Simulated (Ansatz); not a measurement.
# HgPt: strong compression

One table from this session's results is given with a row withheld; the runs are named, their logs left out.

Computed with Ansatz 0.2.0 (DFT, LDA, PAW with Ansatz's default frozen-core files, scalar-relativistic, unless a step's input says otherwise).

### The starting structure

It takes space group P4/mmm (No. 123, tetragonal). Conventional cell: a = 3.024 Å, b = 3.024 Å, c = 3.988 Å, α = 90.00°, β = 90.00°, γ = 90.00°. Hg (site symmetry 4/mmm) is surrounded by 8 Pt at 2.92 Å and 4 Hg at 3.02 Å. Around Pt (site symmetry 4/mmm) lie 8 Hg at 2.92 Å and 4 Pt at 3.02 Å.

As a file:

```cif
data_structure
_symmetry_space_group_name_H-M 'P 1'
_symmetry_Int_Tables_number 1
_cell_length_a 3.0237
_cell_length_b 3.0237
_cell_length_c 3.9877
_cell_angle_alpha 90.000
_cell_angle_beta 90.000
_cell_angle_gamma 90.000
_cell_volume 36.46
loop_
_atom_site_label
_atom_site_type_symbol
_atom_site_fract_x
_atom_site_fract_y
_atom_site_fract_z
_atom_site_occupancy
Hg1 Hg 0.00000 0.00000 0.00000 1
Pt1 Pt 0.50000 0.50000 0.50000 1
```

Whether this phase is the stable one at these pressures isn't tested.

Atoms are numbered in the order of the input: Hg1, Pt2.

Set-up of the first run:

input.yaml reads:

```yaml
crystal:
  lattice:
    - [3.023661, 0.0, 0.0]
    - [0.0, 3.023661, 0.0]
    - [0.0, 0.0, 3.98766]
  atoms:
    - { symbol: Hg, position: [0.0, 0.0, 0.0] }
    - { symbol: Pt, position: [0.5, 0.5, 0.5] }
kpoints:
  mp_grid: { grid: [12, 12, 9] }
  band_path:
    path:
      - [0.0, 0.0, 0.0]
      - [0.0, 0.5, 0.0]
      - [0.5, 0.5, 0.0]
      - [0.0, 0.0, 0.0]
      - [0.0, 0.0, 0.5]
      - [0.0, 0.5, 0.5]
      - [0.5, 0.5, 0.5]
      - [0.0, 0.0, 0.5]
      - [0.0, 0.5, 0.0]
    npoints: 6
scf:
  occupations: { method: fermi_dirac, width: 0.05 }
hamiltonian:
  xc: lda
  pseudopotentials: { kind: paw }
output:
  forces: true
  stress: true
  eigenvalues: true
  efg: { contact_densities: true }
  populations: true
```

Launch:

```
$ ansatz run input.yaml --threads 1 --pin off --max-ram 2048MiB --backend cpu --events-out ev --progress --plain --runs-dir out
```

Among the steps run: Volume scaled by 1, PAW; Volume scaled by 0.9, PAW; Volume scaled by 0.85, PAW; Volume scaled by 0.7, PAW.

One of the session's tables, all rows but one given; the rest of the session is left out.

```
method  volume over the first  volume (Å³/atom)  pressure (GPa)
   PAW                      1                 ?               ?
   PAW                    0.9            16.406            4.08
   PAW                   0.85            15.494           18.67
   PAW                    0.7            12.760          111.34
```

Q: Estimate the row for PAW, 1 from the others.

The run gave: volume (Å³/atom): 18.229; pressure (GPa): -13.16. In the column «volume (Å³/atom)» it is the highest.

Limits of these values: Warnings in the runs' records: gradients without spin orbit.
